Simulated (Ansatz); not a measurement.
The system is Be3Si.

```xyz
4
Lattice="-1.7056 1.7056 3.4231 1.7056 -1.7056 3.4231 1.7056 1.7056 -3.4231" Properties=species:S:1:pos:R:3 pbc="T T T"
Si    0.0000    0.0000    0.0000
Be    0.0000    0.0000    3.4231
Be    1.7056    0.0000    1.7116
Be    0.0000    1.7056    1.7116
```

The cell comes from a database or a generator and needn't be the stable form of this composition.

```yaml
Program: Ansatz 0.2.0
Task: single point
Functional: PBE
Potentials_or_basis: Ansatz PAW
Cutoff: "420 eV (not typed: the program's choice for these potentials)"
k_mesh: 11 × 11 × 11
Occupations: fermi-dirac, width 0.05 eV
Spin: no spin polarisation
```

On this cell: pressure -1.0 GPa; largest force under 0.003 eV/Å; band gap on the k mesh none (metal or under the smearing width).

The same run follows on a disturbed copy (atoms moved at random, drawn with an rms of 0.05 Å):

```xyz
4
Lattice="-1.7056 1.7056 3.4231 1.7056 -1.7056 3.4231 1.7056 1.7056 -3.4231" Properties=species:S:1:pos:R:3 pbc="T T T"
Si    0.0144   -0.0251   -0.0096
Be    0.0242   -0.0043    3.4066
Be    1.6614   -0.0168    1.7696
Be   -0.0034    1.6844    1.7259
```

**Question.** What does the disturbed cell give?

**Answer.** The energy (extrapolated to zero smearing) moves by +4.1 meV/atom; pressure -0.8 GPa; largest force 0.332 eV/Å; band gap on the k mesh none (metal or under the smearing width).

Forces in eV/Å, atoms in the order of the input:
```
Si  -0.097  0.083  0.193
Be  -0.095 -0.070  0.107
Be   0.183 -0.022 -0.276
Be   0.009  0.009 -0.024
```

Stress tensor (GPa, compression positive):
```
-0.97  0.02  0.09
 0.02 -0.60  0.05
 0.09  0.05 -0.76
```
